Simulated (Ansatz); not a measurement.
# ZnO: the cost of one run

Computed with Ansatz 0.2.0 (DFT LDA, scalar-relativistic, plane waves, PAW, unless a step's input says otherwise).

2 further runs of the same task are left out: 2 set aside as unsound or not needed. Runs told in other sessions of the task aren't counted.

**1. The starting structure**

It takes space group P6_3mc (No. 186, hexagonal). The conventional cell has a = 3.187 Å, b = 3.187 Å, c = 5.152 Å, α = 90.00°, β = 90.00°, γ = 120.00°. Zn (site symmetry 3m) has 4 O at 1.94 to 1.95 Å in its first shell of neighbours. Around O (site symmetry 3m) lie 4 Zn at 1.94 to 1.95 Å.

Structure file:

```
CELL_PARAMETERS angstrom
3.18714 0.00000 0.00000
-1.59357 2.76015 0.00000
0.00000 0.00000 5.15226
ATOMIC_POSITIONS crystal
Zn 0.66667 0.33333 0.50095
Zn 0.33333 0.66667 0.00095
O 0.66667 0.33333 0.87936
O 0.33333 0.66667 0.37936
```

It goes back to an entry of the Materials Project.

This cell was relaxed beforehand with the same method: volume 11.33 Å³/atom, gap on the mesh 0.80 eV.

**2. The bulk's band edges**

Input file input.yaml:

```yaml
crystal:
  lattice:
    - [3.1871439943, 0.0, 0.0]
    - [-1.5935719971, 2.7601476646, 0.0]
    - [0.0, 0.0, 5.1522600898]
  atoms:
    - { symbol: Zn, position: [0.6666666667, 0.3333333333, 0.500953976] }
    - { symbol: Zn, position: [0.3333333333, 0.6666666667, 0.000953976] }
    - { symbol: O, position: [0.6666666667, 0.3333333333, 0.879356024] }
    - { symbol: O, position: [0.3333333333, 0.6666666667, 0.379356024] }
basis:
  ecutwfc: 420
kpoints:
  mp_grid: { grid: [12, 12, 6] }
  band_path: { path: [VBM, CBM], npoints: 2 }
hamiltonian:
  xc: lda
scf:
  occupations: { method: gaussian, width: 0.02 }
output:
  forces: true
  stress: true
  eigenvalues: true
```

Command:

```bash
> ansatz run input.yaml --threads 8 --pin off --max-ram 28672MiB --backend cpu --events-out ev --progress --plain --runs-dir out
```

**Question.** How long does this run take on 8 threads of AMD EPYC 7R32 (Zen 2), shared host, and how much memory does it need?

About 1.7 s, with a peak of 0.52 GiB.
